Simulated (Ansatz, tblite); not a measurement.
# CoF3H6O3−: one state, many levels

Aim: run the quartet of CoF3H6O3− at one geometry on many levels, and compare frontier levels, spin and run time.

Program: Ansatz 0.2.0, Gaussian basis. Level of theory: as each input shows. These are calculated values, not measurements.

The runs, in order: GFN1-xTB, GFN2-xTB, PBE-D4/def2-TZVPD, r2SCAN-D4/def2-TZVPD, B97M-V/def2-TZVPD, LC-ωPBE/def2-TZVPD, HF/def2-TZVPD, ωB97M-V/def2-TZVPD, revPBE-D4/def2-TZVPD, LC-ωPBE(0.10)/def2-SVPD, LC-ωPBE(0.15)/def2-SVPD, LC-ωPBE(0.20)/def2-SVPD, LC-ωPBE(0.30)/def2-SVPD, PBE-D4/def2-SVPD, PBE0-D4/def2-SVPD, HF/6-31G, B3LYP-D4/6-31G, MP2/def2-TZVPD, RPA/def2-TZVPD.

## Step 1: The geometry

The quartet was relaxed beforehand with r2SCAN-D4/def2-SVPD.

13 atoms, charge -1, spin multiplicity 4.

Bond lengths: Co1–F2 1.912 Å, Co1–F3 1.902 Å, Co1–F4 1.907 Å, Co1–O8 2.256 Å, O5–H6 0.975 Å, O5–H7 0.975 Å, O8–H9 0.972 Å, O8–H10 0.981 Å, O11–H12 0.976 Å, O11–H13 0.978 Å. Angles: F2–Co1–F3 121.8°, F2–Co1–F4 119.9°, F2–Co1–O8 77.2°, F3–Co1–F4 117.7°, F3–Co1–O8 117.2°, F4–Co1–O8 83.5°, H6–O5–H7 102.1°, Co1–O8–H9 83.2°, Co1–O8–H10 77.3°, H9–O8–H10 105.5°, H12–O11–H13 105.0°.

No spin-orbit coupling is included. The ion is computed in the gas phase, without counter-ions or solvent.

PBE0-D4/def2-TZVPD was run before; its log isn't repeated, and its numbers join the tables.

## Step 2: GFN1-xTB

Tight binding, by tblite at 300 K electronic temperature and without a spin-polarisation term:

```python
tblite.interface.Calculator('GFN1-xTB', numbers, positions, charge=-1, uhf=3).singlepoint()
```

Energy -994.7548 eV; 0.014 s.

## Step 3: GFN2-xTB

Tight binding, by tblite at 300 K electronic temperature and without a spin-polarisation term:

```python
tblite.interface.Calculator('GFN2-xTB', numbers, positions, charge=-1, uhf=3).singlepoint()
```

Energy -910.3177 eV; 0.009 s.

## Step 4: PBE-D4/def2-TZVPD

start.molden holds the orbitals of an earlier run on this state, given as this run's starting guess.

File in.yaml:

```yaml
crystal:
  periodic: [false, false, false]
  atoms:
    - {symbol: Co, position_ang: [0.407620, 0.072296, -0.058796]}
    - {symbol: F, position_ang: [-0.557077, 0.637569, 1.492144]}
    - {symbol: F, position_ang: [-0.474167, -0.664099, -1.574460]}
    - {symbol: F, position_ang: [2.313026, 0.000286, -0.020197]}
    - {symbol: O, position_ang: [-2.802966, -0.117116, -0.061799]}
    - {symbol: H, position_ang: [-2.208266, 0.167411, 0.655937]}
    - {symbol: H, position_ang: [-2.172324, -0.385797, -0.754562]}
    - {symbol: O, position_ang: [0.746842, 2.302514, -0.043688]}
    - {symbol: H, position_ang: [1.663985, 2.044949, 0.149954]}
    - {symbol: H, position_ang: [0.251524, 2.154801, 0.790494]}
    - {symbol: O, position_ang: [0.800152, -2.234341, 0.139761]}
    - {symbol: H, position_ang: [1.686312, -1.849560, 0.004512]}
    - {symbol: H, position_ang: [0.345337, -2.128913, -0.719321]}
basis:
  gaussian: {orbitals: def2-TZVPD, initial_orbitals: start.molden}
total_charge: -1
magnetization: {spin_polarized: true, initial_magnetization: 3}
hamiltonian: {xc: pbe, dispersion: d4}
scf: {omitted_lower_state_checks: [starts]}
output: {forces: true, orbitals: {seedname: orbitals}}
```

The run is started by

```sh
$ ansatz run in.yaml --threads 4 --pin off --events-out ev --progress --plain --max-ram 8704MiB
```

Further steps of the session: r2SCAN-D4/def2-TZVPD; B97M-V/def2-TZVPD; LC-ωPBE/def2-TZVPD; HF/def2-TZVPD; ωB97M-V/def2-TZVPD; revPBE-D4/def2-TZVPD; LC-ωPBE(0.10)/def2-SVPD; LC-ωPBE(0.15)/def2-SVPD; LC-ωPBE(0.20)/def2-SVPD; LC-ωPBE(0.30)/def2-SVPD; PBE-D4/def2-SVPD; PBE0-D4/def2-SVPD; HF/6-31G; B3LYP-D4/6-31G; MP2/def2-TZVPD; RPA/def2-TZVPD.

Q: Predict the results of all the runs planned. Wanted: gap in def2-TZVPD, named functionals and Hartree-Fock, smallest and largest; gap over the ω; correlation energy, MP2/def2-TZVPD; ⟨S²⟩ in def2-TZVPD, named functionals and Hartree-Fock, smallest and largest; PBE0 total energy, smallest basis above largest.

**Answer**, as computed:

```
                                                                    quantity                             value
 gap in def2-TZVPD, named functionals and Hartree-Fock, smallest and largest   1.16 eV (PBE-D4), 13.70 eV (HF)
                                                     gap over the ω (1/bohr)    4.13 eV at 0.1, 9.15 eV at 0.3
                                          correlation energy, MP2/def2-TZVPD                         -56.15 eV
⟨S²⟩ in def2-TZVPD, named functionals and Hartree-Fock, smallest and largest                      3.753, 3.756
                             PBE0 total energy, smallest basis above largest  20.98 eV (def2-SVPD, def2-TZVPD)
```

Over the named functionals and Hartree-Fock in def2-TZVPD the gap runs from 1.16 eV (PBE-D4) to 13.70 eV (HF); exact exchange widens it. Raising the ω (1/bohr) from 0.1 to 0.3 moves the HOMO by -2.91 eV and the LUMO by +2.11 eV. Over the named functionals and Hartree-Fock in def2-TZVPD spin contamination reaches 0.01 (HF), which is small.
